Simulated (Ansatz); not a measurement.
# H4CSO2: the cost of one run

All numbers below are computed with Ansatz 0.2.0 (DFT PBE+D3(BJ), plane waves, PAW, scalar-relativistic, no spin polarisation).

**1. The structure to begin with**

The cell holds 40 atoms (C5H20O10S5): a = 8.815 Å, b = 8.815 Å, c = 8.815 Å, α = 90.00°, β = 90.00°, γ = 90.00°.

Its coordinates follow in the input file.

**2. Preparing the start**

File input.yaml:

```yaml
accuracy: low
crystal:
  lattice:
    - [8.81516, 0.0, 0.0]
    - [0.0, 8.81516, 0.0]
    - [0.0, 0.0, 8.81516]
  atoms:
    - { symbol: S, position: [0.4182347, 0.3322367, 0.4275162] }
    - { symbol: O, position: [0.4228248, 0.2677397, 0.5820547] }
    - { symbol: O, position: [0.5470819, 0.3078829, 0.3232647] }
    - { symbol: S, position: [0.792403, 0.4970591, 0.3687836] }
    - { symbol: O, position: [0.7972709, 0.6436797, 0.2879023] }
    - { symbol: O, position: [0.8106167, 0.4931572, 0.5352652] }
    - { symbol: S, position: [0.1549156, -0.0511971, 0.0220863] }
    - { symbol: O, position: [0.009465, 0.0311071, 0.0105448] }
    - { symbol: O, position: [0.2962108, 0.0216095, -0.0308093] }
    - { symbol: S, position: [0.6058782, 0.560715, 0.8773732] }
    - { symbol: O, position: [0.4842597, 0.4575696, 0.9286865] }
    - { symbol: O, position: [0.6405871, 0.6988754, 0.9655212] }
    - { symbol: S, position: [0.2395309, 0.8070578, 0.5032644] }
    - { symbol: O, position: [0.2428615, 0.9319331, 0.3916483] }
    - { symbol: O, position: [0.1791966, 0.6572347, 0.4588133] }
    - { symbol: C, position: [0.7618721, 0.2134094, 0.876254] }
    - { symbol: H, position: [0.8297827, 0.2697753, 0.7897028] }
    - { symbol: H, position: [0.8325059, 0.1892249, 0.9747732] }
    - { symbol: H, position: [0.7168401, 0.1076147, 0.8308703] }
    - { symbol: H, position: [0.6683597, 0.2870226, 0.9096695] }
    - { symbol: C, position: [0.1727816, 0.3794352, 0.1116688] }
    - { symbol: H, position: [0.2761051, 0.3557029, 0.0480993] }
    - { symbol: H, position: [0.1285265, 0.4900096, 0.0785803] }
    - { symbol: H, position: [0.1979949, 0.3796761, 0.2326824] }
    - { symbol: H, position: [0.0884997, 0.2923523, 0.0873133] }
    - { symbol: C, position: [0.2271114, 0.2990794, 0.7841353] }
    - { symbol: H, position: [0.1387475, 0.3400264, 0.8602616] }
    - { symbol: H, position: [0.1897452, 0.1943154, 0.7302063] }
    - { symbol: H, position: [0.3303804, 0.2776731, 0.8486127] }
    - { symbol: H, position: [0.2495726, 0.3843028, 0.6974604] }
    - { symbol: C, position: [0.5479722, 0.9745491, 0.2604444] }
    - { symbol: H, position: [0.6226462, 1.0728338, 0.2670764] }
    - { symbol: H, position: [0.5256674, 0.9319882, 0.3743353] }
    - { symbol: H, position: [0.6021881, 0.8860673, 0.1932754] }
    - { symbol: H, position: [0.4413873, 1.0073071, 0.2070906] }
    - { symbol: C, position: [0.8147166, 0.85492, 0.7392856] }
    - { symbol: H, position: [0.8794582, 0.8879561, 0.8392716] }
    - { symbol: H, position: [0.7664617, 0.7424628, 0.756747] }
    - { symbol: H, position: [0.8892907, 0.852908, 0.6407224] }
    - { symbol: H, position: [0.7236556, 0.9363531, 0.7204014] }
basis:
  ecutwfc: 420.0
kpoints:
  mp_grid: { grid: [1, 1, 1] }
hamiltonian:
  xc: pbe
  dispersion: d3bj
scf:
  occupations: { method: fermi_dirac, width: 0.05 }
  lower_state_search: "off"
relax:
  f_tol: 0.3
  max_steps: 15
  adjacent_minimum: "off"
output:
  write_density: true
  write_potential: true
  elf: true
  volumetric_format: npy
```

The run is started by

```sh
$ ansatz run input.yaml --threads 1 --pin off --max-ram 3072MiB --backend cpu --events-out ev --progress --plain --runs-dir out
```

Q: Estimate wall time and peak memory on 1 thread of Arm Neoverse V1, shared host.

About 1.7 min, with a peak of 0.58 GiB.
